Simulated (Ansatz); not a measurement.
A run of Ansatz 0.2.0 is set up as follows.

Contents of input.yaml:

```yaml
crystal:
  lattice:
    - [-2.239903, 2.239903, 4.870704]
    - [2.239903, -2.239903, 4.870704]
    - [2.239903, 2.239903, -4.870704]
  atoms:
    - { symbol: Sn, position: [0.5, 0.5, 0.0] }
    - { symbol: Sn, position: [0.25, 0.75, 0.5] }
    - { symbol: Sn, position: [0.75, 0.25, 0.5] }
    - { symbol: Cu, position: [0.0, 0.0, 0.0] }
hamiltonian:
  xc: pbesol
  pseudopotentials: { kind: paw_fr }
magnetization:
  noncollinear: true
  spin_orbit: true
kpoints:
  mp_grid: { grid: [8, 8, 8] }
  band_path:
    path:
      - [[0.0, 0.0, 0.0], [0.0, 0.0, 0.5], [-0.1057413746, 0.1057413746, 0.5], [-0.3028706873, 0.3028706873, 0.3028706873], [0.0, 0.0, 0.0], [0.5, 0.5, -0.5], [0.3028706873, 0.6971293127, -0.3028706873], [0.0, 0.5, 0.0], [0.25, 0.25, 0.25], [0.5, 0.5, -0.1057413746], [0.5, 0.5, -0.5]]
      - [[0.0, 0.0, 0.5], [0.25, 0.25, 0.25]]
    npoints: 14
scf:
  occupations: { method: fermi_dirac, width: 0.05 }
  n_extra_bands: 10
output:
  forces: true
  stress: true
  eigenvalues: true
  fatbands: true
  write_density: true
  write_potential: true
  elf: true
  volumetric_format: npy
```

Potentials or basis: Ansatz PAW.

Command:

```bash
$ ansatz run input.yaml --threads 2 --pin off --max-ram 5632MiB --backend cpu --events-out ev --progress --plain --runs-dir out
```

Task: Predict the pressure.

Result: -4.1 GPa.

Task: Predict the band gap on the k mesh.

Result: None (metal or under the smearing width).

Stress tensor (GPa, compression positive):
```
-4.01  0.00  0.00
 0.00 -4.01  0.00
 0.00  0.00 -4.26
```

Caveat: the PAW data sets come from PBE, with cores solved anew for the run's functional, which leaves a small shift of forces and pressure.
